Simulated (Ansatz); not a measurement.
# UCCSD/cc-pVDZ run of SiH2SeCl (SMILES Cl[SiH][SeH])

What is the electronic atomisation energy of SiH2SeCl at UCCSD/cc-pVDZ? 

Program for the calculation: Ansatz 0.2.0.

69 further runs of the same task are left out: 69 set aside as unsound or not needed. Runs told in other sessions of the task aren't counted.

**1. The system as given**

SiH2SeCl has 5 atoms, charge 0, and is taken as a doublet. As SMILES, `Cl[SiH][SeH]`. The shape is that of a PBE0-D4/def2-TZVP optimisation. This is one conformer, not always the lowest.

Bond lengths: Cl1–Si2 2.061 Å, Si2–Se3 2.266 Å, Si2–H4 1.489 Å, Se3–H5 1.469 Å. Angles: Cl1–Si2–Se3 113.7°, Cl1–Si2–H4 107.9°, Se3–Si2–H4 104.8°, Si2–Se3–H5 93.1°.

**2. The energy at UCCSD/cc-pVDZ**

run.yaml

```yaml
crystal:
  periodic: [false, false, false]
  atoms:
    - {symbol: Cl, position_ang: [-2.098500, -0.286100, 0.143900]}
    - {symbol: Si, position_ang: [-0.121800, -0.761200, -0.193900]}
    - {symbol: Se, position_ang: [1.300800, 0.972900, 0.128200]}
    - {symbol: H, position_ang: [0.283800, -1.778100, 0.815900]}
    - {symbol: H, position_ang: [0.685700, 1.778800, -0.935500]}
basis:
  gaussian:
    orbitals: cc-pVDZ
magnetization:
  spin_polarized: true
  initial_magnetization: 1
correlation:
  method: ccsd
  frozen_orbitals: {Cl: 5, H: 0, Se: 9, Si: 5}
accuracy: high
scf:
  omitted_lower_state_checks: [cluster_reference, increment]
```

Run with:

```sh
ansatz run run.yaml --threads 1 --pin off --max-ram 2610MiB --events-out events.jsonl --progress --plain --runs-dir runs
```

The log of the run, shortened:

```text
Warning: RAYON_NUM_THREADS=1 ignored (pool sized by the plan → 1); use --threads N
Functional definition: HF
  name "HF"
[...]
1586 factors; integrals over basis functions are off by at most 4.6e-9 eV
[...]
mean field -85700.95381195 eV, -3149.4519623963 hartree, gradient 2.1e-8 eV, S^2 0.756405; 0 other end points of the search recorded, 0 dependent functions left out
19 core orbitals not correlated: weight in the atoms' cores, before any rotation towards them, 1.000 or more for the frozen orbitals, at most 0.000 for the correlated occupied ones
reference -85700.95381195 eV, -3149.4519623963 hartree; 15, 14 occupied and 39, 40 virtual orbitals, 1586 factors
second order -9.41645049 eV of doubles, -0.00000000 eV of singles
cycle   1  -10.12289466 eV  change   -7.1e-1 eV  update   7.6e-2
[...]
cycle  24  -10.44513155 eV  change    1.5e-9 eV  update   1.7e-9
Total energy: -85711.39894350 eV, -3149.8358139009 hartree
Checks for a lower state left out: cluster_reference, increment
```

It took 12 s on 1 thread of Intel Xeon 6975P-C (Granite Rapids), shared host; peak memory 0.48 GiB.

**3. The Cl atom**

run.yaml

```yaml
basis:
  gaussian:
    orbitals: cc-pVDZ
crystal:
  periodic: [false, false, false]
  atoms:
    - {symbol: Cl, position_ang: [0.000000, 0.000000, 0.000000]}
magnetization:
  spin_polarized: true
  initial_magnetization: 1
correlation:
  method: ccsd
  frozen_orbitals: {Cl: 5}
accuracy: high
scf:
  omitted_lower_state_checks: [cluster_reference, increment]
```

Run with:

```sh
ansatz run run.yaml --threads 1 --pin off --max-ram 2610MiB --events-out events.jsonl --progress --plain --runs-dir runs
```

The log of the run, shortened:

```text
Warning: RAYON_NUM_THREADS=1 ignored (pool sized by the plan → 1); use --threads N
[... 2 set-up lines as earlier in the session ...]
[...]
141 factors; integrals over basis functions are off by at most 3.0e-9 eV
[...]
mean field -12502.84675428 eV, -459.4711434857 hartree, gradient 1.7e-8 eV, S^2 0.755667; 2 other end points of the search recorded, 0 dependent functions left out
5 core orbitals not correlated: weight in the atoms' cores, before any rotation towards them, 1.000 or more for the frozen orbitals, at most 0.000 for the correlated occupied ones
reference -12502.84675428 eV, -459.4711434857 hartree; 4, 3 occupied and 9, 10 virtual orbitals, 141 factors
second order -2.98777101 eV of doubles, -0.00000000 eV of singles
cycle   1  -3.35504379 eV  change   -3.7e-1 eV  update   3.1e-2
[...]
cycle  14  -3.44483155 eV  change  -5.5e-10 eV  update  5.9e-10
Total energy: -12506.29158583 eV, -459.5977387102 hartree
Checks for a lower state left out: cluster_reference, increment
```

It took 0.2 s on 1 thread of Intel Xeon 6975P-C (Granite Rapids), shared host.

**4. The H atom: a single-point energy at UHF/cc-pVDZ**

in.yaml

```yaml
crystal:
  periodic: [false, false, false]
  atoms:
    - {symbol: H, position_ang: [0.000000, 0.000000, 0.000000]}
basis:
  gaussian:
    orbitals: cc-pVDZ
magnetization:
  spin_polarized: true
  initial_magnetization: 1
hamiltonian:
  xc: hf
accuracy: high
```

Run the same way, it converges to -0.49928 Eh (log not shown).

**5. The Se atom, same level**

input.yaml

```yaml
crystal:
  periodic: [false, false, false]
  atoms:
    - symbol: Se
      position_ang: [0.000000, 0.000000, 0.000000]
basis:
  gaussian:
    orbitals: cc-pVDZ
accuracy: high
correlation:
  method: ccsd
  frozen_orbitals: {Se: 9}
magnetization:
  spin_polarized: true
  initial_magnetization: 2
scf:
  omitted_lower_state_checks: [cluster_reference, increment]
```

Run the same way, it converges to -2399.89722 Eh (log not shown).

**6. The Si atom at the same level**

molecule.yaml

```yaml
crystal:
  periodic: [false, false, false]
  atoms:
    - {symbol: Si, position_ang: [0.000000, 0.000000, 0.000000]}
basis:
  gaussian:
    orbitals: cc-pVDZ
accuracy: high
correlation:
  method: ccsd
  frozen_orbitals: {Si: 5}
scf:
  omitted_lower_state_checks: [cluster_reference, increment]
magnetization:
  spin_polarized: true
  initial_magnetization: 2
```

Run with:

```sh
ansatz run molecule.yaml --threads 1 --pin off --max-ram 2610MiB --events-out events.jsonl --progress --plain --runs-dir runs
```

The log of the run, shortened:

```text
Warning: RAYON_NUM_THREADS=1 ignored (pool sized by the plan → 1); use --threads N
[... 2 set-up lines as earlier in the session ...]
[...]
144 factors; integrals over basis functions are off by at most 3.2e-9 eV
[...]
mean field -7860.01100063 eV, -288.8500765663 hartree, gradient 2.4e-8 eV, S^2 2.010950; 3 other end points of the search recorded, 0 dependent functions left out
5 core orbitals not correlated: weight in the atoms' cores, before any rotation towards them, 1.000 or more for the frozen orbitals, at most 0.000 for the correlated occupied ones
reference -7860.01100063 eV, -288.8500765663 hartree; 3, 1 occupied and 10, 12 virtual orbitals, 144 factors
second order -1.22279291 eV of doubles, -0.00000000 eV of singles
cycle   1  -1.57513856 eV  change   -3.5e-1 eV  update   5.6e-2
[...]
cycle  16  -1.74194031 eV  change   3.0e-10 eV  update  1.4e-10
Total energy: -7861.75294094 eV, -288.9140916921 hartree
Checks for a lower state left out: cluster_reference, increment
```

It took 0.16 s on 1 thread of Intel Xeon 6975P-C (Granite Rapids), shared host.

**7. Results**

Level: UCCSD/cc-pVDZ, 19 core orbitals frozen.

```
                                              quantity           value
                                molecule: total energy  -3149.83581 Eh
molecule: correlation energy (19 core orbitals frozen)      -383.9 mEh
           molecule: ⟨S²⟩ of the reference determinant           0.756
                               molecule: T1 diagnostic           0.012
                                 Cl atom: total energy   -459.59774 Eh
  Cl atom: correlation energy (5 core orbitals frozen)      -126.6 mEh
            Cl atom: ⟨S²⟩ of the reference determinant           0.756
                                Cl atom: T1 diagnostic           0.005
                                  H atom: total energy     -0.49928 Eh
                                          H atom: ⟨S²⟩           0.750
                                 Se atom: total energy  -2399.89722 Eh
  Se atom: correlation energy (9 core orbitals frozen)      -100.1 mEh
            Se atom: ⟨S²⟩ of the reference determinant           2.006
                                Se atom: T1 diagnostic           0.004
                                 Si atom: total energy   -288.91409 Eh
  Si atom: correlation energy (5 core orbitals frozen)       -64.0 mEh
            Si atom: ⟨S²⟩ of the reference determinant           2.011
                                Si atom: T1 diagnostic           0.010
                         electronic atomisation energy       11.652 eV
```

What this shows: Taking the molecule apart into free atoms costs 11.65 eV (1124 kJ/mol), before zero-point energy and without spin-orbit coupling.
